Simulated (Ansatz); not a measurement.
Run this with Ansatz's Python interface and show what comes out.

The script, `bbrh4osi_torsion.py`:
```python
# -*- coding: utf-8 -*-
"""Rigid torsion scan of BBrH4OSi."""

import ansatz as az
from ase import Atoms


def main():
    atoms = Atoms(["Si", "O", "B", "Br", "H", "H", "H", "H"], positions=[
        [0.4247, 1.0172, -0.1504],
        [0.7827, -0.4146, 0.624],
        [-0.4065, -1.2841, 0.4406],
        [-0.3579, -2.5878, -1.0597],
        [0.1318, 0.816, -1.6115],
        [1.4953, 2.0221, -0.0306],
        [-0.7912, 1.659, 0.4643],
        [-1.1867, -1.2849, 1.2674],
    ])

    # start the scan from a relaxed geometry
    first = az.Crystal.molecule_from_ase(atoms).calculation()
    first = first.basis(gaussian="def2-SVP")
    first = first.functional("r2scan0")
    first = first.relax(force_tolerance=0.02, max_steps=80)
    atoms.positions = first.run(threads=1, backend="cpu").report["positions_ang"]

    start = atoms.get_dihedral(4, 0, 1, 2)
    energies = {}
    for turn in range(0, 360, 40):
        turned = atoms.copy()
        turned.set_dihedral(4, 0, 1, 2, start + turn, indices=[1, 2, 3, 7])
        setup = az.Crystal.molecule_from_ase(turned).calculation()
        setup = setup.basis(gaussian="def2-SVP")
        setup = setup.functional("r2scan0")
        energies[round((start + turn) % 360)] = setup.run(threads=1, backend="cpu").report["free_energy_ev"]
    floor = min(energies.values())
    print("dihedral H4-Si0-O1-B2 (deg)   E - E(min) (eV)")
    for angle, e in sorted(energies.items()):
        print(f"{angle:8d} {(e - floor):14.3f}  " + "#" * int(30 * (e - floor) / max(max(energies.values()) - floor, 1e-9)))


if __name__ == "__main__":
    main()
```

```console
$ python bbrh4osi_torsion.py
dihedral H4-Si0-O1-B2 (deg)   E - E(min) (eV)
      21          0.052  ####################
      61          0.000
     101          0.051  ###################
     141          0.059  ######################
     181          0.017  ######
     221          0.077  #############################
     261          0.077  ##############################
     301          0.017  ######
     341          0.059  ######################
```

The scan is rigid and the energies are electronic, in a modest basis. With rigid groups the curve can differ much from the relaxed path, the start wasn't checked as a minimum of this torsion, and equivalent turns needn't return to the same energy. Finished in 3.9 min on 1 thread of Arm Neoverse V1, on a shared host, peak memory 0.31 GiB.
